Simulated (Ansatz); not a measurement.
**C₃H₉FZr: one species, many methods**

An exercise on one series of results from a longer session: the logs are not shown, and one member is left open.

Method: functionals in def2-TZVPP, the program's frozen cores in correlated methods; program: Ansatz 0.2.0, Gaussian basis.

The runs, in order: LDA (SPW92), PBE-D4, revPBE-D4, BLYP-D4, r2SCAN-D4, B97M-V, PBE0-D4, B3LYP-D4, r2SCANh-D4, r2SCAN0-D4, HSE06-D4, BHLYP-D4, CAM-B3LYP-D4, LC-ωPBE, ωB97X-V, ωB97M-V, B2PLYP, PBE-QIDH; CCSD(T)/def2-SVP; CCSD(T)/def2-TZVPP; MP2/def2-QZVPP; extrapolation to the limit; RPA on PBE.

**The relaxed structure**

All runs share one geometry, relaxed beforehand with PBE0-D4 in a triple-zeta def2 set. Zr takes the def2 core potential; no spin-orbit term is included.

SMILES `[CH3][Zr]([CH3])([CH3])[F]`, 14 atoms, charge 0, spin multiplicity 1.

Atoms are counted from 1 here; the program's logs count them from 0.

Bond lengths: C1–Zr2 2.214 Å, C1–H6 1.095 Å, C1–H7 1.097 Å, C1–H8 1.098 Å, Zr2–C3 2.214 Å, Zr2–C4 2.215 Å, Zr2–F5 1.904 Å, C3–H9 1.098 Å, C3–H10 1.095 Å, C3–H11 1.097 Å, C4–H12 1.096 Å, C4–H13 1.098 Å, C4–H14 1.097 Å. Angles: Zr2–C1–H6 113.0°, Zr2–C1–H7 110.8°, Zr2–C1–H8 110.1°, H6–C1–H7 107.7°, H6–C1–H8 107.7°, H7–C1–H8 107.4°, C1–Zr2–C3 109.0°, C1–Zr2–C4 108.1°, C1–Zr2–F5 110.7°, C3–Zr2–C4 108.1°, C3–Zr2–F5 110.6°, C4–Zr2–F5 110.3°, Zr2–C3–H9 110.1°, Zr2–C3–H10 112.9°, Zr2–C3–H11 110.9°, H9–C3–H10 107.6°, H9–C3–H11 107.4°, H10–C3–H11 107.7° and more.

Set-up of the first run:

in.yaml

```yaml
crystal:
  periodic: [false, false, false]
  atoms:
    - {symbol: C, position_ang: [-1.823707, 0.585517, 0.819719]}
    - {symbol: Zr, position_ang: [-0.150705, 0.194671, -0.576349]}
    - {symbol: C, position_ang: [1.650079, 1.264166, 0.141462]}
    - {symbol: C, position_ang: [0.279702, -1.977995, -0.542996]}
    - {symbol: F, position_ang: [-0.602175, 0.752101, -2.340140]}
    - {symbol: H, position_ang: [-2.752918, 0.857846, 0.307662]}
    - {symbol: H, position_ang: [-1.572673, 1.400834, 1.510062]}
    - {symbol: H, position_ang: [-2.026600, -0.307500, 1.425592]}
    - {symbol: H, position_ang: [2.512466, 0.584733, 0.153382]}
    - {symbol: H, position_ang: [1.913622, 2.122686, -0.485723]}
    - {symbol: H, position_ang: [1.506156, 1.630646, 1.165897]}
    - {symbol: H, position_ang: [0.736553, -2.332296, -1.473720]}
    - {symbol: H, position_ang: [0.968246, -2.217843, 0.277786]}
    - {symbol: H, position_ang: [-0.638045, -2.557586, -0.382643]}
basis:
  gaussian: {orbitals: def2-TZVPP}
hamiltonian: {xc: lda}
output: {orbitals: {seedname: orbitals}}
```

On the command line:

```console
$ ansatz run in.yaml --threads 4 --pin off --events-out ev --progress --plain --max-ram 11315MiB
```

Among the steps run: LDA; PBE-D4 (GGA); revPBE-D4 (GGA); BLYP-D4 (GGA); r2SCAN-D4 (meta-GGA); B97M-V (meta-GGA); B3LYP-D4 (hybrid); r2SCANh-D4 (hybrid); r2SCAN0-D4 (hybrid); HSE06-D4 (hybrid); BHLYP-D4 (hybrid); CAM-B3LYP-D4 (range-separated); LC-ωPBE (range-separated); ωB97X-V (range-separated); ωB97M-V (range-separated); B2PLYP (double hybrid); PBE-QIDH (double hybrid).

One table of the session follows, with a row left open; its other results are not shown here.

It belongs to the step «Orbital energies across the functionals». 

| functional | HOMO (eV) | gap (eV) |
| --- | --- | --- |
| LDA (SPW92) | -6.43 | 4.27 |
| PBE-D4 | -6.31 | 4.40 |
| revPBE-D4 | -6.25 | 4.46 |
| BLYP-D4 | -6.19 | 4.38 |
| r2SCAN-D4 | -6.58 | 4.95 |
| B97M-V | -6.67 | 5.05 |
| PBE0-D4 | -7.64 | 6.72 |
| B3LYP-D4 | -7.41 | 6.22 |
| r2SCANh-D4 | ? | ? |
| r2SCAN0-D4 | -7.83 | 7.06 |
| HSE06-D4 | -7.23 | 5.93 |
| BHLYP-D4 | -8.88 | 9.02 |
| CAM-B3LYP-D4 | -9.05 | 9.24 |
| LC-ωPBE | -10.45 | 11.89 |
| ωB97X-V | -10.08 | 11.39 |
| ωB97M-V | -9.96 | 10.75 |

**Question.** Estimate the row for r2SCANh-D4.

Worked estimate for «HOMO (eV)». Against the share of exact exchange, r2SCAN-D4 (0, -6.58), r2SCAN0-D4 (0.25, -7.83) give a slope of -5.00 per unit share; at 0.1 the line stands at -7.08.

The run gave: HOMO (eV): -7.08; gap (eV): 5.79. In «HOMO (eV)» the line misses by 0.00.
